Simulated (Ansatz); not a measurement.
**WH₃+ (quintet): wave-function methods side by side, def2-TZVPP**

The task here is to estimate one member of a computed series from the others.

Program: Ansatz 0.2.0, Gaussian basis. Level of theory: def2-TZVPP, core rule «outside noble gas», up to 4 orbitals frozen. These are calculated values, not measurements.

The runs, in order: UHF; CCSD(T) on ROHF; CCSD(T) on UHF; CCSDT(Q) on ROHF; CCSDT(Q) on UHF; CASSCF and MRCISD+Q, 8 electrons in 9 orbitals; CASSCF and NEVPT2, 8 electrons in 9 orbitals.

6 further runs of the same task are left out: 6 set aside as unsound or not needed.

## The system

The geometry is a PBE0/def2-TZVP stationary point (not a proven minimum) of the parent state, kept for this charge and spin. No spin-orbit coupling is included. Elements past krypton take def2 core potentials.

4 atoms, charge 1, spin multiplicity 5.

Atoms are counted from 1 here; the program's logs count them from 0.

Bond lengths: W1–H2 1.710 Å, W1–H3 1.710 Å, W1–H4 1.710 Å. Angles: H2–W1–H3 112.3°, H2–W1–H4 112.3°, H3–W1–H4 112.3°.

Geometry (Å):

| atom | x (Å) | y (Å) | z (Å) |
| --- | --- | --- | --- |
| W1 | 0.00002 | 0.00002 | -0.00785 |
| H2 | 1.63894 | 0.01419 | 0.48105 |
| H3 | -0.83438 | 1.41160 | 0.47845 |
| H4 | -0.80790 | -1.42906 | 0.47205 |

The first run:

The input, in.yaml:

```yaml
crystal:
  periodic: [false, false, false]
  atoms:
    - {symbol: W, position_ang: [0.000018, 0.000018, -0.007849]}
    - {symbol: H, position_ang: [1.638941, 0.014192, 0.481052]}
    - {symbol: H, position_ang: [-0.834382, 1.411605, 0.478453]}
    - {symbol: H, position_ang: [-0.807904, -1.429056, 0.472050]}
basis:
  gaussian: {orbitals: def2-TZVPP}
total_charge: 1
magnetization: {spin_polarized: true, initial_magnetization: 4}
hamiltonian: {xc: hf}
output: {orbitals: {seedname: orbitals}}
```

Launch:

```sh
$ ansatz run in.yaml --threads 1 --pin off --events-out ev --progress --plain --max-ram 4096MiB --backend cpu
```

Steps of the session up to this table: UHF; CCSD(T) on ROHF; CCSD(T) on UHF; CCSDT(Q) on ROHF; CCSDT(Q) on UHF; CASSCF and MRCISD+Q, 8 electrons in 9 orbitals; CASSCF and NEVPT2, 8 electrons in 9 orbitals.

One table of the session follows, with a row left open; its other results are not shown here.

| method | from RCCSDT(Q) (meV) |
| --- | --- |
| RMP2 | +964.0 |
| UMP2 | +926.1 |
| RCCSD | +258.0 |
| UCCSD | +150.1 |
| RCCSD(T) | +41.1 |
| UCCSD(T) | ? |
| RCCSDT | +10.0 |
| UCCSDT | -85.0 |
| RCCSDT(Q) | 0 |
| UCCSDT(Q) | -94.8 |
| CASSCF valence | +3293.0 |
| NEVPT2 valence | +824.4 |
| MRCISD valence | +292.1 |
| MRCISD+Q valence | +131.5 |

Q: Estimate the row for UCCSD(T) from the others.

**Answer.** from RCCSDT(Q) (meV): -53.7. In the column «from RCCSDT(Q) (meV)» it lies between UCCSDT (-85.0) and RCCSDT(Q) (0).

Left out of the table: ROHF, UHF (another determinant or state than the rows shown).

Limits of these values: The report flags that the cluster equations may have other roots. The program flags RCCSD(T), UCCSD(T), RCCSDT(Q), UCCSDT(Q) as in doubt, so the zero of the table is itself unsure. Warnings: coupled cluster took another determinant than the lowest. Restricted and unrestricted rows rest on different reference determinants; where their highest levels disagree by more than a few hundredths of an eV, they describe different states and don't form one ladder.
